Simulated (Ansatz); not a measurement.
Task: a small convex hull of the V-H system, with the Ansatz DFT code, driven from Python. Give the script and its output. Use (first run): PBEsol, PAW, cutoff 380 eV, Gaussian smearing of 0.05 eV, collinear spin.

The script, `run_hull.py`:
```python
"""Stability of V-H compounds against each other, after relaxing cells and atoms."""

from collections import Counter
import warnings

import ansatz as az
import pandas as pd
from pymatgen.analysis.phase_diagram import PDEntry, PhaseDiagram
from pymatgen.core import Composition

PHASES = {
    "VH Fm-3m": (
        [[0.0, 1.963754, 1.963754], [1.963754, 0.0, 1.963754], [1.963754, 1.963754, 0.0]],
        [
            ("V", [0.0, 0.0, 0.0]),
            ("H", [0.5, 0.5, 0.5]),
        ],
    ),
    "VH2 Fm-3m": (
        [[0.0, 2.1355, 2.1355], [2.1355, 0.0, 2.1355], [2.1355, 2.1355, 0.0]],
        [
            ("V", [0.0, 0.0, 0.0]),
            ("H", [0.25, 0.25, 0.25]),
            ("H", [0.75, 0.75, 0.75]),
        ],
    ),
    "VH P6_3/mmc": (
        [[2.73558, 0.0, 0.0], [-1.36779, 2.369082, 0.0], [0.0, 0.0, 4.935968]],
        [
            ("V", [0.0, 0.0, 0.0]),
            ("V", [0.0, 0.0, 0.5]),
            ("H", [2 / 3, 1 / 3, 0.75]),
            ("H", [1 / 3, 2 / 3, 0.25]),
        ],
    ),
    "V": (
        [[-1.51435, 1.51435, 1.51435], [1.51435, -1.51435, 1.51435], [1.51435, 1.51435, -1.51435]],
        [
            ("V", [0.0, 0.0, 0.0]),
        ],
    ),
    "H2": (
        [[9.0, 0.0, 0.0], [0.0, 9.5, 0.0], [0.0, 0.0, 10.0]],
        [
            ("H", [0.5, 0.5, 0.4625]),
            ("H", [0.5, 0.5, 0.5375]),
        ],
    ),
}
MOMENTS = {"V": 1.5}  # parallel starting moments in muB


def build(vectors, sites):
    crystal = az.Crystal(lattice=az.Lattice.of(vectors))
    for symbol, position in sites:
        crystal = crystal.atom(symbol, position)
    return crystal

POLARISED = {"VH Fm-3m", "VH2 Fm-3m", "VH P6_3/mmc", "V"}

GASES = {"H2"}


def ground_state(name, crystal):
    calc = (
        crystal.calculation()
        .functional("PBEsol")
        .basis(380)
        .kpoints(spacing=0.3)
        .occupations("gaussian", width=0.05)
    )
    if name in POLARISED:
        calc = calc.spin("collinear")
    if name in GASES:
        return calc.kpoints(1, 1, 1).relax(force_tolerance=0.01).run(threads=1, pin="off")
    calc = calc.relax(force_tolerance=0.01, cell=True)
    return calc.run(threads=1, pin="off")


def counts(outcome):
    return Counter(site.symbol for site in outcome.lattice.sites)

warnings.simplefilter("ignore", az.DeckWarning)

phases = {name: build(*cell) for name, cell in PHASES.items()}
for name in ["VH Fm-3m", "VH2 Fm-3m", "VH P6_3/mmc", "V"]:
    phases[name] = phases[name].moments({e: m for e, m in MOMENTS.items() if e in phases[name].species()})

done = {name: ground_state(name, crystal) for name, crystal in phases.items()}

entries = [PDEntry(Composition(dict(counts(o))), o.report["energy_sigma0_ev"], name=name) for name, o in done.items()]
diagram = PhaseDiagram(entries)
rows = [(e.name, e.composition.get_atomic_fraction("H"), diagram.get_form_energy_per_atom(e), diagram.get_e_above_hull(e)) for e in entries]
rows.sort(key=lambda row: row[1])
print(pd.DataFrame(rows, columns=["phase", "x(H)", "E_form (eV/atom)", "above hull (eV/atom)"]).round(4).to_string(index=False))
print("on the hull of these phases:", ", ".join(row[0] for row in rows if row[3] < 1e-6))
```

Output of `python run_hull.py`:
```text
RunWarning: the starting moments were not kept: the SCF closed with an absolute magnetisation of 9.1e-8 μB, where they sum to 1.5 μB in size (1 site). That is at most 0.1 of that sum. Measured as dr2_m measures the in/out step, that magnetisation stands 3.7e-15 eV from none, at or under the dr2_threshold of 1.0e-7 eV: [...]
      phase   x(H)  E_form (eV/atom)  above hull (eV/atom)
          V 0.0000            0.0000                0.0000
   VH Fm-3m 0.5000           -0.2503                0.0000
VH P6_3/mmc 0.5000            0.0271                0.2773
  VH2 Fm-3m 0.6667           -0.3118                0.0000
         H2 1.0000            0.0000                0.0000
on the hull of these phases: V, VH Fm-3m, VH2 Fm-3m, H2
```
(Warnings from the package without file and line, shortened, repeats left out.)

What to keep in mind:
- The settings weren't tested for convergence.
- The cutoff lies under the one recommended for these potentials.
- The SCF didn't keep the moments it started from (some shrank, vanished or turned); what is printed is the state reached.
- For the metals among these phases the mesh is modest: differences between phases can be off by up to 40 meV an atom.
- The cells come from databases of deposited and of computed structures, and not all need be stable phases.
- Differences under about 40 meV an atom lie within the error of mesh and functional, so such verdicts may flip; only the cells listed enter the hull.
- The script silences the warnings on its input, which a real study should read.
- The whole script took 50 s on 1 thread of Arm Neoverse V1, with other jobs on the host, peak memory 0.64 GiB.
